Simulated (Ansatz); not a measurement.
WS2, space group P-6m2, a relaxation of cell and ions

Run with the Python package of Ansatz (0.2.0).

`ws2_vcrelax.py`:
```python
# -*- coding: utf-8 -*-
import argparse

import ansatz as az
from ase import Atoms
from ase.neighborlist import neighbor_list
import numpy as np

parser = argparse.ArgumentParser(description="Variable-cell relaxation of WS2.")
parser.add_argument("--xc", required=True, help="exchange-correlation functional")
parser.add_argument("--kmesh", type=int, nargs=3, default=[11, 11, 2], help="k-point sampling")
parser.add_argument("--force-tol", type=float, required=True, help="force threshold (eV/A)")
args = parser.parse_args()

def edges_and_angles(cell):
    cell = np.asarray(cell)
    a, b, c = np.linalg.norm(cell, axis=1)
    cosines = cell[1] @ cell[2] / (b * c), cell[0] @ cell[2] / (a * c), cell[0] @ cell[1] / (a * b)
    return (a, b, c, *np.degrees(np.arccos(cosines)))


def main():
    ws2 = (
        az.Lattice.from_parameters(3.183516, 3.183516, 16.950578, alpha=90.0, beta=90.0, gamma=120.0)
        .atom("W", (1 / 3, 2 / 3, 0.0))
        .atom("S", (2 / 3, 1 / 3, 0.907999))
        .atom("S", (2 / 3, 1 / 3, 0.092001))
    )

    calculation = (
        ws2.calculation()
        .functional(args.xc)
        .basis(24 * az.Ha)
        .kpoints(mesh=args.kmesh)
        .occupations(az.OccupationsMethod.METHFESSEL_PAXTON, width=100 * az.meV)
        .relax(force_tolerance=args.force_tol, fix_cell=["angles"])
    )
    steps = []


    def collect(event):
        if event["event"] == "relax_step":
            steps.append(event["data"])


    outcome = calculation.session().plan().execute(on_event=collect)
    rep = outcome.report
    for s in steps:
        flag = "" if s["accepted"] else "  (rejected)"
        print("step %2d  E = %.5f eV  largest force component = %.4f eV/A%s" % (s["step"], s["lagrangian_ev"], s["allowed_force_max_ev_ang"], flag))

    first, last = steps[0], steps[-1]
    symbols = [site.symbol for site in outcome.lattice.sites]
    print(f"energy gained {first['lagrangian_ev'] - last['lagrangian_ev']:.4f} eV in {len(steps) - 1} steps")
    for label, vectors in (("before", first["cell_ang"]), ("after", outcome.lattice.cell_ang)):
        print(label, "a b c (A) {:.4f} {:.4f} {:.4f}  angles {:.2f} {:.2f} {:.2f}".format(*edges_and_angles(vectors)), f" V = {abs(np.linalg.det(vectors)):.3f} A^3")
    print("final stress xx yy zz (GPa, compression positive):", np.round(np.diag(rep["stress_gpa"]), 3) + 0.0)

    print("relaxed fractional positions")
    for site in outcome.lattice.sites:
        print(f"  {site.symbol:2s}", " ".join(f"{v % 1:8.5f}" for v in np.round(site.position_frac, 5)))

    final = Atoms(symbols, positions=last["positions_ang"], cell=outcome.lattice.cell_ang, pbc=True)
    i, j, d = neighbor_list("ijd", final, 4.5)
    print("neighbours within 1.2 times the shortest distance of each atom (A)")
    for atom in range(len(final)):
        near = [m for m in np.argsort(d) if i[m] == atom]
        shell = [m for m in near if d[m] < 1.2 * d[near[0]]]
        print(f"{symbols[atom]}{atom} ({len(shell)}):", ", ".join(f"{symbols[j[m]]} {d[m]:.3f}" for m in shell))

    print("atom   start x y z (A)              end x y z (A)")
    for symbol, a, b in zip(symbols, first["positions_ang"], last["positions_ang"]):
        print(f"{symbol:3s}", " ".join(f"{v:8.4f}" for v in a), "  ", " ".join(f"{v:8.4f}" for v in b))

    n_atoms = len(rep["lattice"]["sites"])
    print("F =", round(rep["free_energy_ev"], 4), "eV for", n_atoms, "atoms")
    print("E(sigma -> 0) =", round(rep["energy_sigma0_ev"], 4), "eV, TS =", round(rep["entropy_ts_ev"], 5), "eV")
    print("closed by", rep["closed_by"], "after", rep["n_iterations"], "iterations")


if __name__ == "__main__":
    main()
```

```console
$ python ws2_vcrelax.py --xc r2SCAN --force-tol 0.02
DeckWarning: crystal.symmetry: narrowed to the stabiliser of the fixed cell quantities (relax.cell.fix) — unitary ops 12 → 4. The narrowing is safe, since a smaller group never makes results wrong: the run goes on under it, on as many k-points as the starting [...]
step  1  E = -12211.61789 eV  largest force component = 0.0237 eV/A
step  2  E = -12211.61797 eV  largest force component = 0.0010 eV/A
step  3  E = -12211.61799 eV  largest force component = 0.0009 eV/A
step  4  E = -12211.61797 eV  largest force component = 0.0008 eV/A
energy gained 0.0001 eV in 3 steps
before a b c (A) 3.1835 3.1835 16.9506  angles 90.00 90.00 120.00  V = 148.775 A^3
after a b c (A) 3.1811 3.1811 16.9506  angles 90.00 90.00 120.00  V = 148.549 A^3
final stress xx yy zz (GPa, compression positive): [0.    0.    0.003]
relaxed fractional positions
  W   0.33333  0.66667  0.00000
  S   0.66667  0.33333  0.90802
  S   0.66667  0.33333  0.09198
neighbours within 1.2 times the shortest distance of each atom (A)
W0 (6): S 2.409, S 2.409, S 2.409, S 2.409, S 2.409, S 2.409
S1 (3): W 2.409, W 2.409, W 2.409
S2 (3): W 2.409, W 2.409, W 2.409
atom   start x y z (A)              end x y z (A)
W     0.0000   1.8380   0.0000     -0.0000   1.8366   0.0000
S     1.5918   0.9190  15.3911      1.5906   0.9183  15.3915
S     1.5918   0.9190   1.5595      1.5906   0.9183   1.5591
F = -12211.618 eV for 3 atoms
E(sigma -> 0) = -12211.618 eV, TS = -0.0 eV
closed by deck_thresholds after 5 iterations
```
(Warnings from the package without file and line, shortened.)

Notes:
- Total energies depend on the potentials; only differences at equal settings carry meaning. A total without «per atom» is that of the cell as typed.
- The run is spin-unpolarised.
- The cell holds layers, chains or clusters in vacuum, no bulk phase; its stress is averaged over the vacuum too and scales with the cell's height.
- Energies along a relaxation are free energies. Rows at an unchanged volume are solved on a plane-wave basis chosen afresh for that cell, so the energy jumps there and such rows are no steps of the walk.
- The structure is layered, and without a dispersion term the spacing of the layers is poorly determined.
- An opening on this mesh may only mean that it misses a point where bands touch.
- Points of the mesh across the vacuum add cost only.
- Spin-orbit coupling, which matters for elements this heavy, is left out.
- This cell is a computed structure, which may not be the phase found in nature.
- Run time: 2.5 min on 1 thread of Intel(R) Xeon(R) Processor @ 2.30GHz, with other jobs on the host, peak memory 1.1 GiB.
